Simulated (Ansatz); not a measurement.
**WC: a tetragonal deformation path**

An exercise on one series of results from a longer session: the logs are not shown, and one member is left open.

Method: DFT r2SCAN, scalar-relativistic, plane waves, PAW, in Ansatz 0.2.0.

**The structure to begin with**

The structure is cubic, space group Fm-3m (No. 225). Conventional cell: a = 4.385 Å, b = 4.385 Å, c = 4.385 Å, α = 90.00°, β = 90.00°, γ = 90.00°. W (site symmetry m-3m) has 6 C at 2.19 Å in its first shell of neighbours. C (site symmetry m-3m) is surrounded by 6 W at 2.19 Å.

As a file:

```cif
data_structure
_symmetry_space_group_name_H-M 'Fm-3m'
_symmetry_Int_Tables_number 225
_cell_length_a 4.3854
_cell_length_b 4.3854
_cell_length_c 4.3854
_cell_angle_alpha 90.000
_cell_angle_beta 90.000
_cell_angle_gamma 90.000
_cell_volume 84.34
loop_
_atom_site_label
_atom_site_type_symbol
_atom_site_symmetry_multiplicity
_atom_site_Wyckoff_symbol
_atom_site_fract_x
_atom_site_fract_y
_atom_site_fract_z
_atom_site_occupancy
W1 W 4 a 0.00000 0.00000 0.00000 1
C1 C 4 b 0.50000 0.00000 0.00000 1
```

It goes back to an entry of the Materials Project, which need not be the stable form.

No relaxation comes first: the listed cell is the starting point.

**Zero of energy**

The reference gives a free energy of -10648.3360 eV, pressure -5.18 GPa, largest force 0.000 eV/Å and gap on the mesh none (metal). It was computed beforehand with the settings of the runs below.

Set-up of the first run:

At fixed volume and fractional coordinates, lengths along (0.000, 0.000, 1.000) are scaled against those across it; ρ is that ratio over its starting value.

input.yaml reads:

```yaml
crystal:
  lattice:
    - [0.0, 2.4613284764, 1.7401592328]
    - [2.4613284764, 0.0, 1.7401592328]
    - [2.4613284764, 2.4613284764, 0.0]
  atoms:
    - { symbol: W, position: [0.0, 0.0, 0.0] }
    - { symbol: C, position: [0.5, 0.5, 0.5] }
basis:
  ecutwfc: 500
kpoints:
  mp_grid: { grid: [20, 20, 20] }
hamiltonian:
  xc: r2scan
scf:
  occupations: { method: gaussian, width: 0.15 }
output:
  forces: true
  stress: true
  eigenvalues: true
```

Launch:

```bash
$ ansatz run input.yaml --threads 1 --pin off --max-ram 2560MiB --backend cpu --events-out ev --progress --plain --runs-dir out
```

Among the steps run: At ρ = 0.707; At ρ = 1.414; ρ = 0.850; Point ρ = 1.200; Point ρ = 0.780; Point ρ = 1.300; Point ρ = 0.920; Point ρ = 1.100; ρ = 0.650; ρ = 1.500; Point ρ = 0.960; At ρ = 1.050.

One table of the session follows, with a row left open; its other results are not shown here.

Collected from the runs (energy zero: the undisturbed cell):

| ρ | ΔE (meV/atom) | pressure (GPa) |
| --- | --- | --- |
| 0.650 | 3629.5 | 121.3 |
| 0.707 | 2229.6 | 85.4 |
| 0.780 | 1029.8 | 45.7 |
| 0.850 | 391.8 | 16.9 |
| 0.920 | 92.5 | 0.6 |
| 0.960 | 20.8 | -3.8 |
| 1.000 | 0.0 | -5.2 |
| 1.050 | 25.7 | -3.3 |
| 1.100 | 92.6 | 1.7 |
| 1.200 | 311.3 | 18.8 |
| 1.300 | 612.3 | 41.8 |
| 1.414 | ? | ? |
| 1.500 | 1418.5 | 98.0 |

Estimate the missing values for ρ = 1.414.

Worked estimate for «ΔE (meV/atom)». A straight line through the neighbours (1.300, 612.3) and (1.500, 1418.5) gives 612.3 + (1418.5 − 612.3) × (1.414 − 1.300) / (1.500 − 1.300) = 1071.8; a parabola fitted to 3 rows on both sides gives 1038.5.

The run gave: ΔE (meV/atom): 1040.0; pressure (GPa): 72.6. In «ΔE (meV/atom)» the line misses by +31.8 and the parabola by -1.5.
